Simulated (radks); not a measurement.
# Dipole-allowed lines with 18 electrons: Co⁹⁺, Ni¹⁰⁺, Cu¹¹⁺, Zn¹²⁺, Ga¹³⁺, Ge¹⁴⁺

One table from this session's results is given with a row withheld; the runs are named, their logs left out.

Program: radks (a radial shooting solver on a logarithmic mesh, Libxc functionals) version 1. Level of theory: scalar-relativistic Kohn-Sham, LDA (Slater exchange, Perdew-Wang correlation), spin-polarised, spherical densities, finite nucleus. These are calculated values, not measurements, unless marked.

**The atom as given**

```
species : Co⁹⁺ ([Ar]), Ni¹⁰⁺ ([Ar]), Cu¹¹⁺ ([Ar]), Zn¹²⁺ ([Ar]), Ga¹³⁺ ([Ar]), Ge¹⁴⁺ ([Ar])
```

Set-up of the first run:

Settings of this run:

```text
Z 27
configuration [Ar] 4s0 3d0 4p0 4f0
relativity scalar-relativistic
functional lda,pw
spin polarised
nucleus finite rms 3.7875 fm
c 137.035999084
response adiabatic LDA kernel, real frequencies
```

Command:

```
> python run_ks.py task.json out
```

All runs below come from this command, one after another.

Among the steps run: Co⁹⁺, [Ar]; Ni¹⁰⁺, [Ar]; Cu¹¹⁺, [Ar]; Zn¹²⁺, [Ar]; Ga¹³⁺, [Ar]; Ge¹⁴⁺, [Ar].

One of the session's tables, all rows but one given; the rest of the session is left out.

| species | −ε(HOMO) (eV) | first line (eV) | strongest line (eV) | static α (bohr³) |
| --- | --- | --- | --- | --- |
| Co⁹⁺ | 260.89 | 77.733 | 77.733 | 0.3967 |
| Ni¹⁰⁺ | 304.57 | 83.242 | 83.242 | 0.3236 |
| Cu¹¹⁺ | 351.35 | 88.737 | 88.737 | 0.2674 |
| Zn¹²⁺ | ? | ? | ? | ? |
| Ga¹³⁺ | 454.26 | 99.747 | 99.747 | 0.1887 |
| Ge¹⁴⁺ | 510.37 | 105.29 | 105.29 | 0.1607 |

Estimate the missing values for Zn¹²⁺.

The run gave: −ε(HOMO) (eV): 401.25; first line (eV): 94.233; strongest line (eV): 94.233; static α (bohr³): 0.2235. In the column «−ε(HOMO) (eV)» it lies between Cu¹¹⁺ (351.35) and Ga¹³⁺ (454.26).

Very weak lines can be missed, and lines above minus the highest eigenvalue dissolve into this model's continuum.
